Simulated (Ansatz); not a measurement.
# AlSnSiH7 (SMILES [SiH3][AlH][SnH3]): levels of theory compared

Aim: a comparison of 6 runs (HF/3-21G, PBE0/def2-SVP, r2SCAN/def2-SVP, wB97M-V/def2-SVP, RPA@PBE/def2-SVP, MP2/def2-SVP) of AlSnSiH7. 

The calculation is run with Ansatz 0.2.0.

44 further runs of the same task are left out: 44 set aside as unsound or not needed.

### Step 1. The system as given

AlSnSiH7: 10 atoms, total charge 0, spin state singlet. SMILES: `[SiH3][AlH][SnH3]`. The Sn3–H10 distance was set to 3.084 Å, away from the relaxed value. At this shape a bond of the SMILES string is far longer than usual.

Bond lengths: Si1–Al2 2.456 Å, Al2–Sn3 2.662 Å, Si1–H4 1.492 Å, Si1–H5 1.489 Å, Si1–H6 1.492 Å, Al2–H7 1.590 Å, Sn3–H8 1.713 Å, Sn3–H9 1.712 Å. Some angles: Si1–Al2–Sn3 119.8°, Si1–Al2–H7 121.6°, Sn3–Al2–H7 118.6°, Al2–Si1–H4 109.8°, Al2–Si1–H5 114.3°, Al2–Si1–H6 109.8°, Al2–Sn3–H8 112.0°, Al2–Sn3–H9 113.4°, H4–Si1–H5 107.9°, H4–Si1–H6 106.9°.

### Step 2. The energy at HF/3-21G (run 1)

Contents of in.yaml:

```yaml
crystal:
  periodic: [false, false, false]
  atoms:
    - {symbol: Si, position_ang: [-2.269693, 2.205168, -0.571550]}
    - {symbol: Al, position_ang: [0.088807, 1.554368, -0.355950]}
    - {symbol: Sn, position_ang: [0.861707, 0.044568, 1.695450]}
    - {symbol: H, position_ang: [-3.126593, 0.985568, -0.640150]}
    - {symbol: H, position_ang: [-2.567893, 3.040768, -1.767950]}
    - {symbol: H, position_ang: [-2.696593, 2.968368, 0.637350]}
    - {symbol: H, position_ang: [1.181107, 2.012768, -1.417250]}
    - {symbol: H, position_ang: [2.065907, 0.813968, 2.640450]}
    - {symbol: H, position_ang: [-0.413693, -0.353232, 2.765650]}
    - {symbol: H, position_ang: [2.081400, -2.629000, 0.759800]}
basis:
  gaussian:
    orbitals: 3-21G-spherical.json
total_charge: 0
hamiltonian:
  xc: hf
accuracy: high
output: {orbitals: {seedname: orbitals}}
```

The basis set 3-21G is read from a file made from the Basis Set Exchange's data (not shown).

The run is started by

```console
$ ansatz run in.yaml --threads 1 --pin off --max-ram 3480MiB --events-out events.jsonl --progress --plain --runs-dir runs
```

Log:

```text
Warning: RAYON_NUM_THREADS=1 ignored (pool sized by the plan → 1); use --threads N
Functional definition: HF
  name "HF"
  exchange = exact_x
  correlation = 0
1530 factors; integrals over basis functions are off by at most 1.4e-8 eV
mean field evaluation 1: about -177638.8121 eV, gradient 1.3e1 eV
mean field evaluation 2: about -177638.8373 eV, gradient 1.3e1 eV
mean field evaluation 4: about -177640.0068 eV, gradient 1.3e0 eV
mean field evaluation 8: about -177640.0231 eV, gradient 1.0e-3 eV
mean field evaluation 16: about -177634.1674 eV, gradient 9.6e0 eV
mean field -177640.02309854 eV, -6528.1504401392 hartree, gradient 4.2e-8 eV, S^2 0.000000; 0 other end points of the search recorded, 0 dependent functions left out
reference -177640.02309854 eV, -6528.1504401392 hartree; 42, 42 occupied and 29, 29 virtual orbitals, 1530 factors
Total energy: -177640.02309854 eV, -6528.1504401392 hartree
```

Wall time 3.6 s (1 thread of Intel Xeon Platinum 8259CL at 2.50GHz (Skylake/Cascade Lake), shared host); peak memory 0.23 GiB.

### Step 3. The energy at PBE0/def2-SVP (core potential) (run 2)

Contents of molecule.yaml:

```yaml
crystal:
  periodic: [false, false, false]
  atoms:
    - {symbol: Si, position_ang: [-2.269693, 2.205168, -0.571550]}
    - {symbol: Al, position_ang: [0.088807, 1.554368, -0.355950]}
    - {symbol: Sn, position_ang: [0.861707, 0.044568, 1.695450]}
    - {symbol: H, position_ang: [-3.126593, 0.985568, -0.640150]}
    - {symbol: H, position_ang: [-2.567893, 3.040768, -1.767950]}
    - {symbol: H, position_ang: [-2.696593, 2.968368, 0.637350]}
    - {symbol: H, position_ang: [1.181107, 2.012768, -1.417250]}
    - {symbol: H, position_ang: [2.065907, 0.813968, 2.640450]}
    - {symbol: H, position_ang: [-0.413693, -0.353232, 2.765650]}
    - {symbol: H, position_ang: [2.081400, -2.629000, 0.759800]}
basis:
  gaussian: {orbitals: def2-SVP}
hamiltonian: {xc: {name: PBE0}}
output: {orbitals: {seedname: orbitals}}
accuracy: high
```

The run is started by

```console
$ ansatz run molecule.yaml --threads 1 --pin off --max-ram 3480MiB --events-out events.jsonl --progress --plain --runs-dir runs
```

Log:

```text
Warning: RAYON_NUM_THREADS=1 ignored (pool sized by the plan → 1); use --threads N
Functional definition: PBE0
  name "PBE0"
  parameter a = 0.25
  parameter kappa = 0.804
  parameter beta = 0.06672455060314922
  exchange = (1 - a)*pbe_x(kappa = kappa, mu = beta*pi^2/3) + a*exact_x
  correlation = pbe_c(beta = beta)
2198 factors; integrals over basis functions are off by at most 9.3e-9 eV
mean field evaluation 1: about -20403.6682 eV, gradient 1.5e1 eV
mean field evaluation 2: about -20400.5390 eV, gradient 2.3e1 eV
mean field evaluation 4: about -20404.8429 eV, gradient 1.2e0 eV
mean field evaluation 8: about -20404.9341 eV, gradient 1.3e-1 eV
mean field evaluation 16: about -20404.9343 eV, gradient 9.4e-5 eV
mean field -20404.93425627 eV, -749.8675029567 hartree, gradient 9.2e-9 eV, S^2 0.000000; 0 other end points of the search recorded, 0 dependent functions left out
reference -20404.93425997 eV, -749.8675030926 hartree; 28, 28 occupied and 69, 69 virtual orbitals, 2198 factors
Total energy: -20404.93425997 eV, -749.8675030926 hartree
```

Wall time 13 s (1 thread of Intel Xeon Platinum 8259CL at 2.50GHz (Skylake/Cascade Lake), shared host); peak memory 0.39 GiB.

Runs 3 to 4 aren't shown in full; the table further down has their settings and results.

### Step 4. The energy at RPA@PBE/def2-SVP (core potential) (run 5)

in.yaml, as its differences from that of step 2:

```diff
@@ -14,8 +14,5 @@
 basis:
-  gaussian:
-    orbitals: 3-21G-spherical.json
-total_charge: 0
-hamiltonian:
-  xc: hf
+  gaussian: {orbitals: def2-SVP}
+hamiltonian: {xc: pbe}
+correlation: {method: rpa, frozen_orbitals: {Al: 5, H: 0, Si: 5, Sn: 4}}
 accuracy: high
-output: {orbitals: {seedname: orbitals}}
```

The run is started by

```console
$ ansatz run in.yaml --threads 1 --pin off --max-ram 3480MiB --events-out events.jsonl --progress --plain --runs-dir runs
```

Log, shortened:

```text
Warning: RAYON_NUM_THREADS=1 ignored (pool sized by the plan → 1); use --threads N
Functional definition: PBE
  name "PBE"
[...]
2198 factors; integrals over basis functions are off by at most 9.3e-9 eV
[...]
mean field -20403.22888459 eV, -749.8048317035 hartree, gradient 1.9e-8 eV, S^2 0.000000; 0 other end points of the search recorded, 0 dependent functions left out; unrestricted orbitals would lower it
[...]
unrestricted determinant -20353.69692164 eV, -747.9845656389 hartree, S^2 0.8752
14 core orbitals not correlated: weight in the atoms' cores, before any rotation towards them, 1.000 or more for the frozen orbitals, at most 0.000 for the correlated occupied ones
reference -20351.15518727 eV, -747.8911586237 hartree; 14, 14 occupied and 69, 69 virtual orbitals, 2198 factors
Total energy: -20368.33167977 eV, -748.5223830806 hartree
```

It took 19 s on 1 thread of Intel Xeon Platinum 8259CL at 2.50GHz (Skylake/Cascade Lake), shared host; peak memory 0.5 GiB.

### Step 5. A single-point energy at MP2/def2-SVP (core potential) (run 6)

Contents of input.yaml:

```yaml
crystal:
  periodic: [false, false, false]
  atoms:
    - {symbol: Si, position_ang: [-2.269693, 2.205168, -0.571550]}
    - {symbol: Al, position_ang: [0.088807, 1.554368, -0.355950]}
    - {symbol: Sn, position_ang: [0.861707, 0.044568, 1.695450]}
    - {symbol: H, position_ang: [-3.126593, 0.985568, -0.640150]}
    - {symbol: H, position_ang: [-2.567893, 3.040768, -1.767950]}
    - {symbol: H, position_ang: [-2.696593, 2.968368, 0.637350]}
    - {symbol: H, position_ang: [1.181107, 2.012768, -1.417250]}
    - {symbol: H, position_ang: [2.065907, 0.813968, 2.640450]}
    - {symbol: H, position_ang: [-0.413693, -0.353232, 2.765650]}
    - {symbol: H, position_ang: [2.081400, -2.629000, 0.759800]}
basis:
  gaussian:
    orbitals: def2-SVP
correlation:
  method: mp2
  frozen_orbitals: {Al: 5, H: 0, Si: 5, Sn: 4}
accuracy: high
```

The run is started by

```console
$ ansatz run input.yaml --threads 1 --pin off --max-ram 3480MiB --events-out events.jsonl --progress --plain --runs-dir runs
```

Log, shortened:

```text
Warning: RAYON_NUM_THREADS=1 ignored (pool sized by the plan → 1); use --threads N
[... 2 set-up lines as earlier in the session ...]
[...]
2198 factors; integrals over basis functions are off by at most 9.3e-9 eV
[...]
mean field -20352.50536904 eV, -747.9407768887 hartree, gradient 2.3e-8 eV, S^2 0.000000; 3 other end points of the search recorded, 0 dependent functions left out; unrestricted orbitals would lower it
unrestricted determinant -20353.69692164 eV, -747.9845656389 hartree, S^2 0.8751
14 core orbitals not correlated: weight in the atoms' cores, before any rotation towards them, 1.000 or more for the frozen orbitals, at most 0.000 for the correlated occupied ones
reference -20352.50536904 eV, -747.9407768887 hartree; 14, 14 occupied and 69, 69 virtual orbitals, 2198 factors
second order -7.98839564 eV of doubles, -0.00000000 eV of singles
Total energy: -20360.49376468 eV, -748.2343450136 hartree
```

It took 9 s on 1 thread of Intel Xeon Platinum 8259CL at 2.50GHz (Skylake/Cascade Lake), shared host; peak memory 0.37 GiB.

### Step 6. Overview of the runs

| run | level | core potential | frozen core orbitals | energy (Eh) | HOMO energy (eV) | LUMO energy (eV) | HOMO–LUMO gap (eV) | wall time |
| --- | --- | --- | --- | --- | --- | --- | --- | --- |
| 1 | HF/3-21G | none | – | -6528.150440 | -8.02 | -0.69 | 7.33 | 3.6 s |
| 2 | PBE0/def2-SVP (core potential) | def2-SVP | – | -749.867503 | -6.45 | -3.47 | 2.97 | 13 s |
| 3 | r2SCAN/def2-SVP (core potential) | def2-SVP | – | -750.130521 | -5.89 | -4.07 | 1.82 | 18 s |
| 4 | wB97M-V/def2-SVP (core potential) | def2-SVP | – | -749.976409 | -8.06 | -1.81 | 6.25 | 1.7 min |
| 5 | RPA@PBE/def2-SVP (core potential) | def2-SVP | 14 | -748.522383 | – | – | – | 19 s |
| 6 | MP2/def2-SVP (core potential) | def2-SVP | 14 | -748.234345 | – | – | – | 9 s |

### Step 7. What came out

```
                                           quantity          value
                                run 6: total energy  -748.23435 Eh
run 6: correlation energy (14 core orbitals frozen)     -293.6 mEh
```

**Reading.** Over runs 1, 2, 3, 4 the HOMO–LUMO gap runs from 1.82 eV (r2SCAN/def2-SVP) to 7.33 eV (HF/3-21G). The two ends differ in method and basis and core potential. Totals of different functionals can't be ranked against each other. Some runs of one species differ in core potentials or relativity; totals across that change don't compare. In runs 5, 6 the log says that unrestricted orbitals would lower the reference, so the values rest on an unstable closed-shell determinant (other closed-shell runs at this shape may share the fault). In run 1 relativity is left out where basis or elements ask for it. All runs together took 2.7 min, the longest 1.7 min.
